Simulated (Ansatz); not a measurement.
## Nd2S3 in a box, plane waves

Ansatz 0.2.0, DFT PBE, scalar-relativistic, plane waves, PAW, molecule in a box. The geometry was relaxed with Gaussian bases (B3LYP; Nd lcecp-1-SVP with ECP49, S def2-SVP).

```yaml
crystal:
  lattice:
    - [12.11, 0.0, 0.0]
    - [0.0, 12.59, 0.0]
    - [0.0, 0.0, 12.23]
  atoms:
    - { symbol: Nd, position: [0.45723947, 0.50011279, 0.63200491], spin: 3.0 }
    - { symbol: Nd, position: [0.45723947, 0.50011279, 0.36794767], spin: 3.0 }
    - { symbol: S, position: [0.62852931, 0.50011358, 0.49997629] }
    - { symbol: S, position: [0.37159372, 0.64279825, 0.49997629] }
    - { symbol: S, position: [0.37159455, 0.35742653, 0.49997629] }
basis:
  ecutwfc: 420
  ecutrho_ratio: 4
kpoints:
  mp_grid: { grid: [1, 1, 1] }
hamiltonian:
  xc: pbe
scf:
  occupations: { method: gaussian, width: 0.01 }
output:
  forces: true
  eigenvalues: true
  populations: true
  hubbard: { sites: [{ species: Nd, l: f }] }
magnetization:
  spin_polarized: true
```

Command:
```sh
ansatz run input.yaml --threads 2 --pin off --max-ram 5120MiB --backend cpu --events-out ev --progress --plain --runs-dir out
```
It took 3.2 min on 2 threads of Arm Neoverse V2, on a shared host, peak memory 1.4 GiB.

(1) How does the SCF go?

(2) Which levels lie next to the highest filled one (eV, counted from it)?

(3) How is the f shell of Nd1 filled?

(4) How is the f shell of Nd2 filled?

(5) What forces are left at this geometry, relaxed with Gaussian bases (eV/Å)?

The open shells may stand above their lowest state.

The forces come from the other functional as well as from the basis.

An lcecp potential fixes the number of 4f electrons, so in runs with it no electron can move into or out of that shell.

Results:

(1) 
```
SCF iter   1: F=—  HF=-17375.605232 eV  |F-HF|=—  |Δ(HF+E_count)|=         —  Δρ=1.24e-2 (↑1.24e-2 ↓1.22e-2)
Mixer restart at iter 1: flushing history
preconditioner: auto → none  [metal: Δε(μ)=0.007 eV  Ē_g=3.994 eV  σ=0.010 eV  W_gap=0.35  n_scr=92 (ndim 8)  ℏωp=4.2 eV  f_vac=0.
SCF iter   2: F=—  HF=-17373.576469 eV  |F-HF|=—  |Δ(HF+E_count)|=    2.03e0  Δρ=9.55e-3 (↑9.55e-3 ↓8.29e-3)
preconditioner: auto → Resta (q_TF=auto, 1.472 Å⁻¹)  ε∞=2.3  [insulator: Δε(μ)=0.097 eV  Ē_g=3.691 eV  σ=0.010 eV  W_gap=1.00  n_s
...
SCF iter   7: F=—  HF=-17372.559457 eV  |F-HF|=—  |Δ(HF+E_count)|=   2.00e-5  Δρ=1.03e-5 (↑1.03e-5 ↓3.71e-6)
SCF iter   8: F=—  HF=-17372.559461 eV  |F-HF|=—  |Δ(HF+E_count)|=   4.15e-6  Δρ=2.51e-6 (↑2.51e-6 ↓1.79e-6)
SCF iter   9: F=—  HF=-17372.559461 eV  |F-HF|=—  |Δ(HF+E_count)|=   2.56e-7  Δρ=7.86e-7 (↑7.86e-7 ↓4.33e-7)
SCF iter  10: F=-17372.559461 eV  HF=-17372.559461 eV  |F-HF|=9.01e-9  |Δ(HF+E_count)|=   6.29e-9  Δρ=4.93e-7 (↑4.93e-7 ↓1.34e-7)
SCF iter  11: F=-17372.559461 eV  HF=-17372.559461 eV  |F-HF|=8.98e-9  |Δ(HF+E_count)|=  7.28e-12  Δρ=4.92e-7 (↑4.92e-7 ↓1.33e-7)
```

(2) Filled: -0.90, -0.89, -0.31, -0.25, -0.17, -0.17, -0.12, -0.07, -0.01, 0.00. Empty: 0.66, 0.69, 0.70, 0.72, 0.75, 0.80, 0.83, 1.04.

(3) Natural occupations, full = 1; up: 0.02, 0.07, 0.08, 0.16, 0.98, 0.99, 0.99; down: 0.00, 0.02, 0.02, 0.02, 0.03, 0.04, 0.04; in all 3.46 e.

(4) Natural occupations, full = 1; up: 0.02, 0.07, 0.08, 0.16, 0.98, 0.99, 0.99; down: 0.00, 0.02, 0.02, 0.02, 0.03, 0.04, 0.04; in all 3.46 e.

(5) 
```
Nd  -0.02  0.00 -0.34
Nd   0.00  0.01  0.34
S   -0.48 -0.01 -0.01
S    0.24 -0.42  0.00
S    0.26  0.41  0.01
```
